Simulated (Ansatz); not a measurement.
# AlGeHP: the cost of one run

The runs use Ansatz 0.2.0, Gaussian basis; UKS PBE0/def2-TZVP.

## Step 1: Where the work starts

4 atoms, charge 0, spin multiplicity 4.

Atoms are counted from 1 here; the program's logs count them from 0.

Bond lengths: Al1–P2 2.309 Å, Al1–H4 1.626 Å, P2–Ge3 2.316 Å. Angles: P2–Al1–H4 169.5°, Al1–P2–Ge3 173.6°.

Coordinates:

```xyz
4
AlGeHP
Al   -1.3344    0.0900    0.0008
P     0.9411   -0.3036   -0.0013
Ge    3.2527   -0.4417   -0.0015
H    -2.8594    0.6553    0.0020
```

The start was built by rule and, where that kept it together, relaxed with GFN2-xTB. Sticks and bond lists go by distance. No spin-orbit coupling is included. 

## Step 2: The run

in.yaml reads:

```yaml
crystal:
  periodic: [false, false, false]
  atoms:
    - {symbol: Al, position_ang: [-1.334442, 0.089975, 0.000764]}
    - {symbol: P, position_ang: [0.941099, -0.303608, -0.001303]}
    - {symbol: Ge, position_ang: [3.252703, -0.441685, -0.001468]}
    - {symbol: H, position_ang: [-2.859359, 0.655318, 0.002008]}
basis:
  gaussian: {orbitals: def2-TZVP}
magnetization: {spin_polarized: true, initial_magnetization: 3}
hamiltonian: {xc: pbe0}
relax: {f_tol: 0.004, max_steps: 80}
```

On the command line:

```bash
$ ansatz run in.yaml --threads 1 --pin off --events-out ev --progress --plain --max-ram 2176MiB
```

**Question.** How long does this run take on 1 thread of Intel Xeon 6975P-C, shared host, and how much memory does it need?

About 2.8 min, with a peak of 0.56 GiB.
